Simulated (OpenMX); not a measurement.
The system is HPbNO4.

```
CELL_PARAMETERS angstrom
4.19923 0.11117 0.16817
1.91600 3.89132 0.12568
1.76085 1.25259 6.37266
ATOMIC_POSITIONS crystal
H 0.89145 0.68202 0.62796
Pb 0.14426 0.92872 0.88352
N 0.25670 0.28861 0.30171
O 0.83108 0.65056 0.78405
O 0.38694 0.22380 0.11295
O 0.31104 0.03576 0.45856
O 0.07726 0.60633 0.32275
```

The cell was built by a generator and needn't be a form met in nature.

Base run:

```yaml
Program: OpenMX 3.8.5
Functional: PBE
Potentials_or_basis: OpenMX 2013 PBE set, H7.0-s2p2d1, Pb8.0-s3p2d2f2, N6.0-s3p2d2, O6.0-s3p2d2, grid cutoff 500 Ry
k_mesh: 7 × 7 × 5
Occupations: fermi-dirac, width 0.05 eV
Spin: no spin polarisation
```

Its results: band gap on the k mesh 2.81 eV, indirect (least direct gap 2.83 eV); pressure 1.5 GPa; largest force 0.958 eV/Å.

Task: After a change of settings the same cell gave: band gap on the k mesh 2.36 eV, indirect (least direct gap 2.38 eV); pressure 10.9 GPa; largest force 5.518 eV/Å. Which change was it?
A. potentials or basis from OpenMX 2013 PBE set, H7.0-s2p2d1, Pb8.0-s3p2d2f2, N6.0-s3p2d2, O6.0-s3p2d2, grid cutoff 500 Ry to OpenMX 2013 PBE set, H5.0-s2, Pb8.0-s3p2d2, N6.0-s2p2, O6.0-s2p2, grid cutoff 500 Ry
B. potentials or basis from OpenMX 2013 PBE set, H7.0-s2p2d1, Pb8.0-s3p2d2f2, N6.0-s3p2d2, O6.0-s3p2d2, grid cutoff 500 Ry to OpenMX 2013 PBE set, H6.0-s2p1, Pb8.0-s3p2d2f1, N6.0-s2p2d1, O6.0-s2p2d1, grid cutoff 500 Ry
C. potentials or basis from OpenMX 2013 PBE set, H7.0-s2p2d1, Pb8.0-s3p2d2f2, N6.0-s3p2d2, O6.0-s3p2d2, grid cutoff 500 Ry to OpenMX 2013 PBE set, H6.0-s2p1, Pb8.0-s3p2d2f1, N6.0-s2p2d1, O6.0-s2p2d1, grid cutoff 500 Ry; k mesh from 7 × 7 × 5 to 5 × 5 × 5
D. functional from PBE to LDA; potentials or basis from OpenMX 2013 PBE set, H7.0-s2p2d1, Pb8.0-s3p2d2f2, N6.0-s3p2d2, O6.0-s3p2d2, grid cutoff 500 Ry to OpenMX 2013 LDA set, H6.0-s2p1, Pb8.0-s3p2d2f1, N6.0-s2p2d1, O6.0-s2p2d1, grid cutoff 500 Ry

Result: A.

Caveats: spin-orbit coupling is left out, which as a rule narrows the gap of such compounds by several tenths of an eV; the basis of atomic orbitals isn't converged, which shifts pressures, moduli and gaps; forces of over 1 eV/Å show positions far from the minimum, so gaps and moduli don't describe the material at rest (some runs).

Not every run made on this cell is shown here.
